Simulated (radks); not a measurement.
**Pt²⁺ with its nuclear charge varied continuously**

The task here is to estimate one member of a computed series from the others.

The numbers are computed with radks (a radial shooting solver on a logarithmic mesh, Libxc functionals) version 1 (scalar-relativistic Kohn-Sham, BLYP, spin-unpolarised, spherical densities, finite nucleus), except any that are marked as measured or tabulated.

## The atom as given

| Quantity | Value |
| --- | --- |
| element | platinum (Z = 78) |
| charge | +2 |
| electrons | 76 |
| configuration | [Xe] 4f14 5d8 |
| nuclear rms radius | 5.427 fm |

The outer shells:

Pt²⁺
```
[Xe] core
4f [↑↓][↑↓][↑↓][↑↓][↑↓][↑↓][↑↓]
5d [↑↓][↑↓][↑↓][↑ ][↑ ]
```

The first run:

Input:

```text
Z 78
configuration [Xe] 4f14 5d8
relativity scalar-relativistic
functional b88,lyp
spin unpolarised
nucleus finite rms 5.427 fm
c 137.035999084
```

Steps of the session up to this table: Z = 78.

One of the session's tables, all rows but one given; the rest of the session is left out.

It belongs to the step «Z = 78». Radial moments (bohr):

```
level     <r>  outermost maximum (interpolated)  90 % within  nodes
   3d  0.1704                             0.140        0.264      0
   4s  0.4151                             0.390        0.595      3
   4p  0.4419                             0.410        0.641      2
   4d  0.4682                             0.418        0.699      1
   5s  0.9510                             0.868         1.36      4
   4f  0.5161                             0.385        0.833      0
   5p   1.099                             0.976         1.60      3
   5d       ?                                 ?            ?      ?
```

**Question.** Estimate the row for 5d.

As computed: <r>: 1.563; outermost maximum (interpolated): 1.25; 90 % within: 2.41; nodes: 2. In the column «<r>» it is the highest.

Caveats from the session: At Z = 78 the central difference of E is -590.754 hartree, against -585.636 from the Hellmann-Feynman theorem; the scalar-relativistic energy here is not variational, so the two differ by a part that grows with Z.
